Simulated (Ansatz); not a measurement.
**interstitial Li in K: a dynamics run in two tries**

Aim: a short trajectory for this system. The host cell (Im-3m) has 16 atoms; the extra atom is the last.

Method: DFT LDA, plane waves, PAW, scalar-relativistic, no spin polarisation, in Ansatz 0.2.0.

### 1 The structure to begin with

The cell holds 17 atoms (K16Li): a = 8.952 Å, b = 8.952 Å, c = 8.952 Å, α = 90.00°, β = 90.00°, γ = 90.00°.

Its coordinates follow in the input file.

### 2 First try

File input.yaml:

```yaml
accuracy: low
crystal:
  lattice:
    - [8.952, 0.0, 0.0]
    - [0.0, 8.952, 0.0]
    - [0.0, 0.0, 8.952]
  atoms:
    - { symbol: K, position: [-0.05502713, 0.10378473, 0.02423507] }
    - { symbol: K, position: [0.53271257, 0.00251288, 0.05745306] }
    - { symbol: K, position: [0.03860465, 0.4578586, 0.01069358] }
    - { symbol: K, position: [-0.13086625, -0.00057286, 0.44057113] }
    - { symbol: K, position: [0.17039627, 0.28396286, 0.34657544] }
    - { symbol: K, position: [0.39503737, 0.49771489, -0.07153165] }
    - { symbol: K, position: [0.52367467, -0.21252601, 0.54976363] }
    - { symbol: K, position: [0.6760957, 0.37388951, 0.13758583] }
    - { symbol: K, position: [0.12512537, 0.58937413, 0.54703718] }
    - { symbol: K, position: [0.20263839, 0.82563486, 0.26638957] }
    - { symbol: K, position: [0.28562767, 0.15246048, 0.69608138] }
    - { symbol: K, position: [0.65901266, 0.39610444, 0.53319294] }
    - { symbol: K, position: [0.75640384, 0.70752384, 0.10812961] }
    - { symbol: K, position: [0.79735123, 0.17861144, 0.74081628] }
    - { symbol: K, position: [0.20986947, 0.82812357, 0.82728329] }
    - { symbol: K, position: [0.75668411, 0.79032092, 0.77543623] }
    - { symbol: Li, position: [0.54494584, 0.11209461, 0.40505291] }
basis:
  ecutwfc: 420.0
kpoints:
  mp_grid: { grid: [1, 1, 1] }
hamiltonian:
  xc: lda
scf:
  occupations: { method: fermi_dirac, width: 0.15 }
  lower_state_search: "off"
  max_iter: 68
md:
  timestep: 1
  n_steps: 25
  ensemble: nvt_langevin
  temperature: 2100.0
  initial_velocities: maxwell_boltzmann
  seed: 362855
  friction: 0.05
  masses: [{ species: K, mass: 0.0 }]
```

The run is started by

```sh
$ ansatz run input.yaml --threads 1 --pin off --max-ram 3072MiB --backend cpu --events-out ev --progress --plain --runs-dir out
```

Q: Predict the outcome of this session. Wanted: first try.

The runs gave:

| quantity | value |
| --- | --- |
| first try | refused |
| cause | an atom is given no mass, so any force would accelerate it without limit |

**Reading.** The fault in the first input was caught at the input check and cost nothing.
